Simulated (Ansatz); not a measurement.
# Sn3PbO4: the cell at several levels of theory

How does the equilibrium cell of Sn3PbO4 (litharge host) depend on the functional? It is relaxed with PBE-D3(BJ) and r2SCAN+rVV10. This is a trial cell built on a prototype, not taken from a measured structure, and it needn't be the compound's ground state.

Program: Ansatz 0.2.0. PAW datasets, plane waves, zero pressure. Spin-unpolarised throughout. Whether this structure exists isn't addressed.

## (1) The system as given

The symmetry is Pmm2 (No. 25, orthorhombic); a = 3.832 Å, b = 7.664 Å, c = 4.910 Å in the conventional setting, 18.02 Å³ an atom. Around Sn lie 4 O at 2.24 Å; around Pb lie 4 O at 2.24 Å; around O lie 2 Sn at 2.24 Å and 2 Pb at 2.24 Å; around O lie 3 Sn at 2.24 Å and 1 Pb at 2.24 Å.

The structure in full:

Space group Pmm2 (No. 25). a = 3.832 Å, b = 7.664 Å, c = 4.910 Å, α = 90.00°, β = 90.00°, γ = 90.00°
```
atom  site  symmetry       x       y       z
  Sn    2h       m..  0.5000  0.7500  0.7646
  Pb    1a       mm2  0.0000  0.0000  0.2354
   O    1c       mm2  0.5000  0.0000  0.0000
   O    2g       m..  0.0000  0.7500  0.0000
  Sn    1b       mm2  0.0000  0.5000  0.2354
   O    1d       mm2  0.5000  0.5000  0.0000
```

## (2) PBE-D3(BJ): cell and atoms

The input, input.yaml:

```yaml
crystal:
  lattice:
    - [3.83189695, 0.0, 0.0]
    - [0.0, 7.66379389, 0.0]
    - [0.0, 0.0, 4.9102372]
  atoms:
    - { symbol: Sn, position: [0.5, 0.75, 0.76462614] }
    - { symbol: Pb, position: [0.0, 0.0, 0.23537386] }
    - { symbol: O, position: [0.5, 0.0, 0.0] }
    - { symbol: O, position: [0.0, 0.75, 0.0] }
    - { symbol: Sn, position: [0.5, 0.25, 0.76462614] }
    - { symbol: Sn, position: [0.0, 0.5, 0.23537386] }
    - { symbol: O, position: [0.5, 0.5, 0.0] }
    - { symbol: O, position: [0.0, 0.25, 0.0] }
kpoints:
  mp_grid: { grid: [6, 4, 6] }
hamiltonian:
  xc: pbe
  dispersion: d3bj
scf:
  occupations: { method: fermi_dirac, width: 0.02 }
relax:
  f_tol: 0.005
  cell: {}
```

Run with:

```sh
> ansatz run input.yaml --threads 4 --pin off --max-ram 6451MiB --backend cpu --events-out ev --progress --plain --runs-dir out
```

Further steps of the session: Relaxation with r2SCAN+rVV10.

Before running it: what results should come out? Wanted: for each run, a; b; c; volume; space group; SCF geometries.

As calculated:

```
       level  a (Å)  b (Å)  c (Å)  volume (Å³/atom)  space group  SCF geometries
  PBE-D3(BJ)  3.888  7.742  4.835            18.192         Pmm2              11
r2SCAN+rVV10  3.842  7.647  4.858            17.843         Pmm2               7
```

**Reading.** From the start to the first minimum the volume moved by +0.9 %. The volume runs from r2SCAN+rVV10 (least) to PBE-D3(BJ) (most), a spread of 2.0 %, or 0.6 % in length if all axes shared it alike.
